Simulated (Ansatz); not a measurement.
# The arsenic atom (quartet): from Hartree-Fock to the top rungs, cc-pVDZ

Aim: climb from Hartree-Fock through coupled cluster and multireference methods for the arsenic atom (quartet) at one geometry and basis, and see what each rung misses.

Computed with Ansatz 0.2.0, Gaussian basis. Level: cc-pVDZ, core rule «outside noble gas», up to 14 orbitals frozen.

The runs, in order: CCSD(T) on UHF; BCCD(T) on ROHF; CISD; CCSDT(Q) on ROHF; CCSDT(Q) on UHF; CISDTQ; CCSDTQ on ROHF; CCSDTQ on UHF; CASSCF and MRCISD+Q, 5 electrons in 4 orbitals; CASSCF and MRCISD+Q(relaxed), 5 electrons in 4 orbitals; CASSCF and NEVPT4(SD), 5 electrons in 4 orbitals; CASSCF and NEVPT2, 5 electrons in 4 orbitals; Full CI.

## 1. The atom

A free atom, in its lowest state of this spin that the program finds. No spin-orbit coupling is included. The filled d shell of As may be among the frozen orbitals whatever the setting's name suggests; the logs give the count.

1 atom, charge 0, spin multiplicity 4.

## 2. CCSD(T) on UHF

File in.yaml:

```yaml
crystal:
  periodic: [false, false, false]
  atoms:
    - {symbol: As, position_ang: [0.000000, 0.000000, 0.000000]}
basis:
  gaussian: {orbitals: cc-pVDZ}
magnetization: {spin_polarized: true, initial_magnetization: 3}
correlation: {method: ccsd_t, electrons: outside_noble_gas}
```

Command:

```console
$ ansatz run in.yaml --threads 1 --pin off --events-out ev --progress --plain --max-ram 3916MiB
```

Further steps of the session: BCCD(T) on ROHF; CISD; CCSDT(Q) on ROHF; CCSDT(Q) on UHF; CISDTQ; CCSDTQ on ROHF; CCSDTQ on UHF; CASSCF and MRCISD+Q, 5 electrons in 4 orbitals; CASSCF and MRCISD+Q(relaxed), 5 electrons in 4 orbitals; CASSCF and NEVPT4(SD), 5 electrons in 4 orbitals; CASSCF and NEVPT2, 5 electrons in 4 orbitals; Full CI.

**Question.** What will the summary of the whole plan be? Wanted: FCI below the UHF energy; UMP2 from FCI; UCCSD(T) from FCI; UCCSDT(Q) from FCI; NEVPT2 valence from FCI; NEVPT4(SD) valence from FCI; MRCISD+Q valence from FCI; effectively unpaired electrons.

The runs gave:

```
                         quantity                                                                     value
         FCI below the UHF energy                                                                -1.9013 eV
                    UMP2 from FCI                                                            +9.52 kcal/mol
                UCCSD(T) from FCI                                                            -0.21 kcal/mol
               UCCSDT(Q) from FCI                                                            -0.37 kcal/mol
          NEVPT2 valence from FCI                                                            +9.41 kcal/mol
      NEVPT4(SD) valence from FCI                                                            -0.30 kcal/mol
        MRCISD+Q valence from FCI                                                            -1.05 kcal/mol
levels within 1 kcal/mol (43 meV)  UCCSD, UCCSD(T), BCCD(T), UCCSDT, UCCSDT(Q), UCCSDTQ, NEVPT4(SD) valence
   effectively unpaired electrons                                                                      3.01
```

**Reading.** UCCSD(T) misses by -0.21 kcal/mol, 0.5 % of the correlation energy. UCCSD(T), UCCSDT, UCCSDT(Q), UCCSDTQ, NEVPT4(SD) valence, MRCISD+Q valence, MRCISD+Q(relaxed) valence fall below full CI: unrestricted runs freeze a spin-polarised core, another one than full CI's, and coupled cluster isn't variational. One determinant dominates. Of the multireference levels listed NEVPT4(SD) valence comes nearest in total energy (-0.30 kcal/mol), which doesn't show that its space is the better one. These misses are within one basis, not against nature; the frozen cores of restricted and unrestricted runs differ, which can shift their rows.
